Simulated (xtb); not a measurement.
# C2H3Cl2Si (SMILES [H]/[C]=C/[SiH](Cl)Cl) at GFN2-xTB

We compute a geometry optimisation of C2H3Cl2Si. 

The results are computed with xtb 6.7.1.

**1. Starting point**

The species is C2H3Cl2Si (8 atoms), meant as a doublet with charge 0. SMILES: `[H]/[C]=C/[SiH](Cl)Cl`. All atoms were displaced at random from a relaxed shape. The run starts from this shape.

Bond lengths: C1–C2 1.290 Å, C2–Si3 1.887 Å, Si3–Cl4 1.957 Å, Si3–Cl5 2.180 Å, C1–H6 1.100 Å, C2–H7 1.034 Å, Si3–H8 1.489 Å. Angles: C1–C2–Si3 121.1°, C2–Si3–Cl4 108.4°, C2–Si3–Cl5 107.5°, Cl4–Si3–Cl5 111.3°, C1–C2–H7 117.8°, Si3–C2–H7 120.4°, C2–C1–H6 144.0°, C2–Si3–H8 107.8°, Cl4–Si3–H8 112.2°, Cl5–Si3–H8 109.6°.

**2. A structure relaxation at GFN2-xTB**

detailed.inp

```
$opt
   engine=lbfgs
$end
```

geom.xyz

```xyz
8

C     -0.40884     1.54663     0.69900
C     -0.21310     0.27167     0.73077
Si     0.28542    -0.67682    -0.82217
Cl    -1.03519    -2.08694    -1.13360
Cl     2.26853    -1.51212    -0.47186
H     -0.79346     2.40221     1.27326
H     -0.18862    -0.18961     1.65575
H      0.34522     0.29513    -1.94872
```

Run with:

```bash
xtb geom.xyz -u 1 --input detailed.inp -o normal > run.log 2> xtb.err
```

Q: Predict the results. Wanted: total energy at the end; dipole moment; HOMO energy; LUMO energy; dispersion energy; mean polarisability.

Answer, from the run:

Level: GFN2-xTB.

```
                      quantity          value
       total energy at the end   -16.59135 Eh
                 dipole moment         1.54 D
   HOMO energy (partly filled)       -8.89 eV
                   LUMO energy       -6.47 eV
             dispersion energy  -16.86 kJ/mol
mean polarisability (D4 model)     77.4 bohr³
```

**Reading.** At the final geometry: Bond lengths: C1–C2 1.290 Å, C2–Si3 1.900 Å, Si3–Cl4 2.022 Å, Si3–Cl5 2.022 Å, C1–H6 1.064 Å, C2–H7 1.099 Å, Si3–H8 1.452 Å. Angles: C1–C2–Si3 124.3°, C2–Si3–Cl4 108.2°, C2–Si3–Cl5 108.1°, Cl4–Si3–Cl5 108.8°, C1–C2–H7 122.7°, Si3–C2–H7 113.0°, C2–C1–H6 140.9°, C2–Si3–H8 112.8°, Cl4–Si3–H8 109.5°, Cl5–Si3–H8 109.4°. The optimisation took 8 steps and changed the energy by -0.327 eV.
